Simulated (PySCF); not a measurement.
# C7H10SSi: the cost of one run

The runs use PySCF 2.14.0, with density-fitted response routines of our own; the level of theory stands in each step. All values are computed, except where a source is named. Atoms count from 0, in the outputs and in this text.

## 1. Starting geometry

19 atoms, charge 0, multiplicity 1; geometry from: GFN2-xTB. The atoms were then displaced at random by about 0.01 Å, so the start is not that level's minimum.

Bonds of the start (Å): Si0–C1 1.93, C1–C2 1.50, C2–C3 1.36, C3–C4 1.42, C4–C5 1.39, C5–C6 1.38, C6–C7 1.39, C7–S8 1.77, C7–C2 1.39, Si0–H9 1.44, Si0–H10 1.45, Si0–H11 1.48, C1–H12 1.07, C1–H13 1.10, C3–H14 1.08, C4–H15 1.06, C5–H16 1.07, C6–H17 1.09, S8–H18 1.33.

## 2. Relaxing the molecule at PBE0-D3(BJ)/def2-SVP

What the job is given:

```
{"job": {"xc": "PBE0", "basis": "def2-SVP", "d3": "d3bj", "grid": 1, "shake": 0.01, "kind": "geom"}, "charge": 0, "multiplicity": 1}
Si     2.703570    -0.605300    -0.141090
C      1.341170    -0.127470     1.143070
C     -0.018400    -0.100250     0.502280
C     -0.748080    -1.242610     0.462160
C     -2.019690    -1.259660    -0.165050
C     -2.498170    -0.093740    -0.752990
C     -1.724820     1.053880    -0.719560
C     -0.480150     1.062680    -0.101050
S      0.481530     2.542320    -0.032980
H      3.970730    -0.633340     0.552100
H      2.339890    -1.893400    -0.697660
H      2.714190     0.421210    -1.202650
H      1.333030    -0.843780     1.944570
H      1.561220     0.853890     1.585400
H     -0.411350    -2.156160     0.931720
H     -2.606280    -2.143520    -0.165590
H     -3.454940    -0.079970    -1.241080
H     -2.115280     1.965060    -1.177610
H     -0.398890     3.287220    -0.703240
```

Launch:

```sh
> OMP_NUM_THREADS=1 python probes_run.py task.json out
```

The driver reads the jobs from task.json and runs them one after another.

Q: Estimate the wall time and peak memory of this first job on 1 thread of Arm Neoverse V1, shared host.

About 2.1 min, with a peak of 0.87 GiB.
